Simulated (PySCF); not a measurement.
# C₂H₅NO₅Si: electronic excitations

Aim: predict the electronic excitations of C₂H₅NO₅Si (`O=CN[Si](O)(O)OC=O`).

Programs: PySCF 2.14.0, with density-fitted response routines of our own. Each step states its level of theory. These are calculated values for one molecule in the gas phase, unless marked as measured. Atoms count from 0, in the outputs and in this text.

## Step 1: The molecule as given

14 atoms, charge 0, multiplicity 1; geometry from: GFN2-xTB.

Bonds of the start (Å): O0–C1 1.21, C1–N2 1.35, N2–Si3 1.76, Si3–O4 1.60, Si3–O5 1.61, Si3–O6 1.68, O6–C7 1.31, C7–O8 1.20, C1–H9 1.10, N2–H10 1.01, O4–H11 0.97, O5–H12 0.97, C7–H13 1.10.

## Step 2: TDDFT and polarisability: PBE0/def2-SVPD

What the job is given:

```
{"job": {"kind": "uv", "xc": "PBE0", "basis": "def2-SVPD", "nstates": 8, "ntriplets": 3}, "charge": 0, "multiplicity": 1}
O     -2.371088     1.634482     0.574572
C     -2.340388     0.806420    -0.305827
N     -1.248918     0.110738    -0.676839
Si     0.338176     0.362687     0.034125
O      0.235300     1.479486     1.170421
O      1.381408     0.669937    -1.149179
O      0.718654    -1.098755     0.778185
C      1.820886    -1.781402     0.612742
O      2.710880    -1.521735    -0.146550
H     -3.243418     0.551913    -0.886532
H     -1.370714    -0.532334    -1.442149
H     -0.657310     1.843422     1.310684
H      2.188125     0.139313    -1.169418
H      1.837729    -2.664645     1.273600
```

Method: TDDFT PBE0/def2-SVPD, vertical, gas phase, core orbitals frozen in the response.

Command:

```bash
$ OMP_NUM_THREADS=1 python probes_run.py task.json out
```

The driver reads the jobs from task.json and runs them one after another.

What will the session give for the following? lowest singlet (PBE0/def2-SVPD); brightest single state of those computed; lowest triplet. Wanted: lowest singlet; brightest single state of those computed; lowest triplet.

**Answer**, as computed:

```
                                quantity                        value
         lowest singlet (PBE0/def2-SVPD)  5.71 eV (217 nm), f = 0.001
brightest single state of those computed  state 7, 7.74 eV, f = 0.165
                          lowest triplet                      5.19 eV
```

In words: The lowest singlet, at 5.71 eV, is HOMO→LUMO+1 0.77, HOMO→LUMO 0.21 and is dark; of the 8 states computed, the strongest absorption comes from state 7 at 7.74 eV. The lowest triplet lies 0.52 eV below the lowest singlet (triplets in Tamm-Dancoff, singlets in full TDDFT).
